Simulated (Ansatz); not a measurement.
# C₂H₇InN radical: one species, many methods

An exercise on one series of results from a longer session: the logs are not shown, and one member is left open.

Computed with Ansatz 0.2.0, Gaussian basis. Level: functionals in def2-TZVPP, the program's frozen cores in correlated methods.

The runs, in order: PBE-D4, r2SCAN-D4, PBE0-D4, B3LYP-D4, ωB97X-V, ωB97M-V, B2PLYP; CCSD(T)/def2-TZVPP; MP2/def2-QZVPP; extrapolation to the limit.

### The relaxed structure

The geometry comes from an earlier relaxation with PBE0-D4 in a triple-zeta def2 set; it is a stationary point, not always the lowest conformer. In takes the def2 core potential; no spin-orbit term is included.

11 atoms, charge 0, spin multiplicity 2.

Atoms are counted from 1 here; the program's logs count them from 0.

Bond lengths: C1–N2 1.439 Å, C1–H5 1.094 Å, C1–H6 1.102 Å, C1–H7 1.102 Å, N2–C3 1.436 Å, N2–In4 2.037 Å, C3–H8 1.102 Å, C3–H9 1.093 Å, C3–H10 1.102 Å, In4–H11 1.763 Å. Angles: N2–C1–H5 111.1°, N2–C1–H6 111.8°, N2–C1–H7 111.8°, H5–C1–H6 107.5°, H5–C1–H7 107.5°, H6–C1–H7 106.9°, C1–N2–C3 112.8°, C1–N2–In4 122.2°, C3–N2–In4 125.0°, N2–C3–H8 111.9°, N2–C3–H9 111.0°, N2–C3–H10 111.8°, H8–C3–H9 107.6°, H8–C3–H10 106.8°, H9–C3–H10 107.6°, N2–In4–H11 114.6°.

Set-up of the first run:

in.yaml reads:

```yaml
crystal:
  periodic: [false, false, false]
  atoms:
    - {symbol: C, position_ang: [-0.468465, 1.010456, -0.323244]}
    - {symbol: N, position_ang: [-0.003675, -0.315552, -0.014948]}
    - {symbol: C, position_ang: [1.148656, -0.315553, 0.842438]}
    - {symbol: In, position_ang: [-0.920137, -1.983573, -0.740476]}
    - {symbol: H, position_ang: [-1.345038, 0.979348, -0.976237]}
    - {symbol: H, position_ang: [-0.752146, 1.566256, 0.584929]}
    - {symbol: H, position_ang: [0.304217, 1.606243, -0.835170]}
    - {symbol: H, position_ang: [0.943359, 0.178539, 1.805563]}
    - {symbol: H, position_ang: [1.476883, -1.335349, 1.058429]}
    - {symbol: H, position_ang: [1.998432, 0.217538, 0.386855]}
    - {symbol: H, position_ang: [-2.316786, -1.665351, -1.767441]}
basis:
  gaussian: {orbitals: def2-TZVPP}
magnetization: {spin_polarized: true, initial_magnetization: 1}
hamiltonian: {xc: pbe, dispersion: d4}
output: {forces: true, orbitals: {seedname: orbitals}}
```

The run is started by

```sh
$ ansatz run in.yaml --threads 2 --pin off --events-out ev --progress --plain --max-ram 31744MiB --backend cpu
```

Steps of the session up to this table: PBE-D4 (GGA); r2SCAN-D4 (meta-GGA); PBE0-D4 (hybrid); B3LYP-D4 (hybrid); ωB97X-V (range-separated); ωB97M-V (range-separated); B2PLYP (double hybrid); CCSD(T) in def2-TZVPP; MP2 in def2-QZVPP.

One of the session's tables, all rows but one given; the rest of the session is left out.

```
            method  atoms, summed (eV)  atomisation energy (kJ/mol)
            PBE-D4           -8809.380                       3678.5
         r2SCAN-D4           -8814.525                       3611.4
           PBE0-D4           -8810.388                       3616.7
          B3LYP-D4           -8817.160                       3614.8
           ωB97X-V           -8812.897                       3617.9
           ωB97M-V           -8811.183                       3613.7
            B2PLYP           -8806.053                       3563.9
     HF/def2-TZVPP           -8775.574                       2567.8
    MP2/def2-TZVPP           -8788.514                       3530.9
   CCSD/def2-TZVPP           -8789.996                       3463.5
CCSD(T)/def2-TZVPP           -8790.338                       3516.5
           MP2/CBS           -8798.433                       3620.6
       CCSD(T)/CBS                   ?                            ?
```

Q: Estimate the row for CCSD(T)/CBS from the others.

The run gave: atoms, summed (eV): -8800.256; atomisation energy (kJ/mol): 3606.2. In the column «atoms, summed (eV)» it lies between B2PLYP (-8806.053) and MP2/CBS (-8798.433).

Some runs used a GPU and others CPU threads alone; cost is compared among the CPU runs only.

Among the levels timed on like hardware, those that no quicker one beats, quickest first: PBE-D4 (8 s, +72.3 kJ/mol); PBE0-D4 (13 s, +10.5 kJ/mol); B3LYP-D4 (14 s, +8.6 kJ/mol); r2SCAN-D4 (18 s, +5.2 kJ/mol).

Caveats from the session: All levels share the lack of spin-orbit coupling, which lowers the free heavy atoms and so the true binding.
